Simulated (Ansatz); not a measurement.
# C3H7NSi: up Jacob's ladder to CCSD(T)

How much do the methods differ for C3H7NSi? The plan is to run it at one geometry with functionals of several rungs and with coupled cluster, and see how far each lands from CCSD(T) at the basis-set limit for the atomisation energy.

Program: Ansatz 0.2.0, Gaussian basis. Level of theory: functionals in def2-TZVPP, the program's frozen cores in correlated methods. These are calculated values, not measurements.

Plan: LDA (SPW92), PBE-D4, revPBE-D4, BLYP-D4, r2SCAN-D4, B97M-V, PBE0-D4, B3LYP-D4, r2SCANh-D4, r2SCAN0-D4, HSE06-D4, BHLYP-D4, CAM-B3LYP-D4, LC-ωPBE, ωB97X-V, ωB97M-V, B2PLYP, PBE-QIDH; CCSD(T)/def2-SVP; CCSD(T)/def2-TZVPP; MP2/def2-QZVPP; extrapolation to the limit; RPA on PBE.

## (1) The geometry

The geometry comes from an earlier relaxation with PBE0-D4 in a triple-zeta def2 set; it is a stationary point, not always the lowest conformer.

SMILES `C=C=C(N)[SiH3]`, 12 atoms, charge 0, spin multiplicity 1.

Atoms are counted from 1 here; the program's logs count them from 0.

Bond lengths: C1–C2 1.303 Å, C1–H6 1.087 Å, C1–H7 1.087 Å, C2–C3 1.309 Å, C3–N4 1.405 Å, C3–Si5 1.872 Å, N4–H8 1.009 Å, N4–H9 1.010 Å, Si5–H10 1.491 Å, Si5–H11 1.487 Å, Si5–H12 1.481 Å. Angles: C2–C1–H6 121.6°, C2–C1–H7 121.6°, H6–C1–H7 116.8°, C1–C2–C3 177.3°, C2–C3–N4 125.0°, C2–C3–Si5 116.8°, N4–C3–Si5 117.9°, C3–N4–H8 113.6°, C3–N4–H9 113.8°, H8–N4–H9 110.7°, C3–Si5–H10 108.8°, C3–Si5–H11 110.8°, C3–Si5–H12 109.3°, H10–Si5–H11 107.6°, H10–Si5–H12 110.0°, H11–Si5–H12 110.4°.

## (2) LDA

This LDA is Slater exchange with PW92 correlation.

The input, in.yaml:

```yaml
crystal:
  periodic: [false, false, false]
  atoms:
    - {symbol: C, position_ang: [-1.136774, 2.034079, -0.145762]}
    - {symbol: C, position_ang: [-0.660175, 0.837932, 0.050942]}
    - {symbol: C, position_ang: [-0.155128, -0.361439, 0.191655]}
    - {symbol: N, position_ang: [-0.816243, -1.450111, 0.783917]}
    - {symbol: Si, position_ang: [1.508177, -0.675440, -0.608245]}
    - {symbol: H, position_ang: [-0.949989, 2.844212, 0.554513]}
    - {symbol: H, position_ang: [-1.743849, 2.268855, -1.016716]}
    - {symbol: H, position_ang: [-0.206847, -2.047060, 1.323356]}
    - {symbol: H, position_ang: [-1.629353, -1.188374, 1.323148]}
    - {symbol: H, position_ang: [2.392751, -1.363481, 0.375873]}
    - {symbol: H, position_ang: [1.366000, -1.570962, -1.786673]}
    - {symbol: H, position_ang: [2.108431, 0.616690, -1.011907]}
basis:
  gaussian: {orbitals: def2-TZVPP}
hamiltonian: {xc: lda}
output: {orbitals: {seedname: orbitals}}
```

Run with:

```bash
$ ansatz run in.yaml --threads 4 --pin off --events-out ev --progress --plain --max-ram 10444MiB
```

The runs that follow: PBE-D4 (GGA); revPBE-D4 (GGA); BLYP-D4 (GGA); r2SCAN-D4 (meta-GGA); B97M-V (meta-GGA); PBE0-D4 (hybrid); B3LYP-D4 (hybrid); r2SCANh-D4 (hybrid); r2SCAN0-D4 (hybrid); HSE06-D4 (hybrid); BHLYP-D4 (hybrid); CAM-B3LYP-D4 (range-separated); LC-ωPBE (range-separated); ωB97X-V (range-separated); ωB97M-V (range-separated); B2PLYP (double hybrid); PBE-QIDH (double hybrid); CCSD(T) in def2-SVP; CCSD(T) in def2-TZVPP; MP2 in def2-QZVPP; RPA on PBE orbitals.

**Question.** What will the summary of the whole plan be? Wanted: atomisation energy, CCSD(T)/CBS; farthest beyond LDA; mean size of error, GGA; mean size of error, meta-GGA; mean size of error, hybrid; mean size of error, range-separated; mean size of error, double hybrid; gap, smallest and largest; T1 diagnostic.

The runs gave:

| quantity | value |
| --- | --- |
| atomisation energy, CCSD(T)/CBS | 4528.3 kJ/mol |
| functionals within 22.6 kJ/mol (0.5 %) | revPBE-D4, r2SCAN-D4, r2SCANh-D4, LC-ωPBE, ωB97X-V |
| farthest beyond LDA | PBE-D4 (+129.5 kJ/mol) |
| mean size of error, GGA | 63.3 kJ/mol |
| mean size of error, meta-GGA | 22.7 kJ/mol |
| mean size of error, hybrid | 47.4 kJ/mol |
| mean size of error, range-separated | 24.3 kJ/mol |
| mean size of error, double hybrid | 25.8 kJ/mol |
| gap, smallest and largest | 3.89 eV (LDA (SPW92)), 10.92 eV (LC-ωPBE) |
| T1 diagnostic | 0.0126 |
| triples share of the correlation energy | 4.4 % |

In words: The LDA atomisation energy is off by 678.4 kJ/mol (15 %): it overbinds. PBE-D4 is off by +129.5 kJ/mol. Double hybrids carry the basis error of their MP2 part in triple zeta, and no dispersion term here, so their miss is partly the set-up's. By mean error the best rung here is meta-GGA (22.7 kJ/mol) and the worst beyond LDA is GGA (63.3 kJ/mol). The gap between the best rungs is small, so their order is not settled. The reference freezes the cores and leaves out relativity and excitations past (T), so misses under about 22.6 kJ/mol can't be ranked. Hartree-Fock recovers 72 % of the binding; the rest is correlation. CCSD(T) in def2-SVP is off by -241.9 kJ/mol, which most functionals beat. Orbital gaps span 3.9 to 10.9 eV; exact exchange widens them.
